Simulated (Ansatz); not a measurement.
# BH2I, SMILES BI: the interaction energy of a dimer with the counterpoise correction

Program: Ansatz 0.2.0, Python API.

Interactive session:
```pycon
>>> import ansatz as az
>>> BASIS_SET = 'def2-SVP'
>>> XC = 'pbe'
>>> FIRST = [
...     ('B', (-0.1952, 0.014, -0.1007)),
...     ('I', (1.6623, -0.3548, 0.898)),
...     ('H', (-1.2207, -0.6123, 0.0989)),
...     ('H', (-0.2465, 0.9532, -0.8961)),
... ]
>>> SECOND = [
...     ('B', (-0.6752, -2.3716, 3.3769)),
...     ('I', (-2.3271, -1.5413, 4.4565)),
...     ('H', (0.1253, -3.162, 3.8439)),
...     ('H', (-0.551, -2.069, 2.1893)),
... ]
>>> def energy(atoms, ghosts=()):
...     molecule = az.Crystal.molecule()
...     for symbol, xyz in atoms:
...         molecule = molecule.atom(symbol, xyz)
...     calc = (
...         molecule.calculation()
...         .basis(gaussian=BASIS_SET)  # atom-centred Gaussian functions
...         .functional(XC)  # level of theory
...         .accuracy('high')
...     )
...     deck = calc.input()
...     if ghosts:
...         deck = deck.set(az.key.basis.gaussian.ghost_atoms, [{'symbol': s, 'position_ang': list(xyz)} for s, xyz in ghosts])
...     return az.Session.from_dict(deck).plan().execute().report['free_energy_ev']
...
>>> # ghost atoms carry the functions of the partner
>>> both = energy(FIRST + SECOND)

>>> alone = energy(FIRST) + energy(SECOND)
>>> ghosted = energy(FIRST, SECOND) + energy(SECOND, FIRST)
>>> print(f'dimer {both:.6f} eV')
dimer -17614.603043 eV
>>> print(f'interaction, uncorrected   {(both - alone):8.3f} eV')
interaction, uncorrected      0.009 eV
>>> print(f'interaction, counterpoise  {(both - ghosted):8.3f} eV')
interaction, counterpoise     0.020 eV
>>> print(f'basis-set superposition    {(alone - ghosted):8.3f} eV')
basis-set superposition       0.011 eV
```

Uncorrected it is 0.009 eV, with the counterpoise correction 0.020 eV; the difference, 0.01 eV, is the superposition error. In this basis both values are repulsive.

The settings weren't tested for convergence. The dimer is a generated trial pose of unrelaxed monomers, not a minimum, so the figure is no binding energy, and the basis set is small. def2 sets replace the cores of elements past krypton by effective core potentials. This level lacks the dispersion part of the attraction (electrostatics and induction are there), which can decide the sign where the interaction is weak. Wall time of the script: 28 s on 1 thread of Arm Neoverse V2, on a shared host, peak memory 0.35 GiB.

(Lines on the test bed's own set-up are left out of the output.)
